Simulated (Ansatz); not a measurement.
The system is LaBRh3.

```xyz
5
Lattice="4.2420 0.0000 0.0000 0.0000 4.2420 0.0000 0.0000 0.0000 4.2420" Properties=species:S:1:pos:R:3 pbc="T T T"
La    0.0000    0.0000    0.0000
Rh    2.1210    2.1210    0.0000
Rh    2.1210    0.0000    2.1210
Rh    0.0000    2.1210    2.1210
B     2.1210    2.1210    2.1210
```

- Program: Ansatz 0.2.0
- Task: single point
- Functional: PBEsol
- Potentials or basis: Ansatz PAW
- Cutoff: 420 eV (not typed: the program's choice for these potentials)
- k mesh: 6 × 6 × 6
- Occupations: fermi-dirac, width 0.05 eV
- Spin: no spin polarisation

On this cell: pressure -2.3 GPa; largest force zero by symmetry; band gap on the k mesh none (metal or under the smearing width).

The same run follows on a disturbed copy (atoms moved at random, drawn with an rms of 0.05 Å):

```
CELL_PARAMETERS angstrom
4.24200 0.00000 0.00000
0.00000 4.24200 0.00000
0.00000 0.00000 4.24200
ATOMIC_POSITIONS crystal
La 0.00076 0.99691 0.99649
Rh 0.48381 0.50114 0.99353
Rh 0.50250 0.99753 0.49922
Rh 0.00194 0.49726 0.50975
B 0.49588 0.49983 0.50335
```

Q: What does the disturbed cell give?

A: The energy (extrapolated to zero smearing) moves by +8.2 meV/atom; pressure -2.0 GPa; largest force 0.713 eV/Å; band gap on the k mesh none (metal or under the smearing width).

Forces in eV/Å, atoms in the order of the input:
```
La  -0.217  0.069  0.228
Rh   0.465 -0.106  0.530
Rh  -0.132  0.106 -0.021
Rh  -0.358  0.015 -0.360
B    0.242 -0.085 -0.376
```

Stress tensor (GPa, compression positive):
```
-1.92 -0.01  0.16
-0.01 -2.15 -0.01
 0.16 -0.01 -1.91
```

Caveats: the PAW data sets come from PBE, with cores solved anew for the run's functional, which leaves a small shift of forces and pressure.
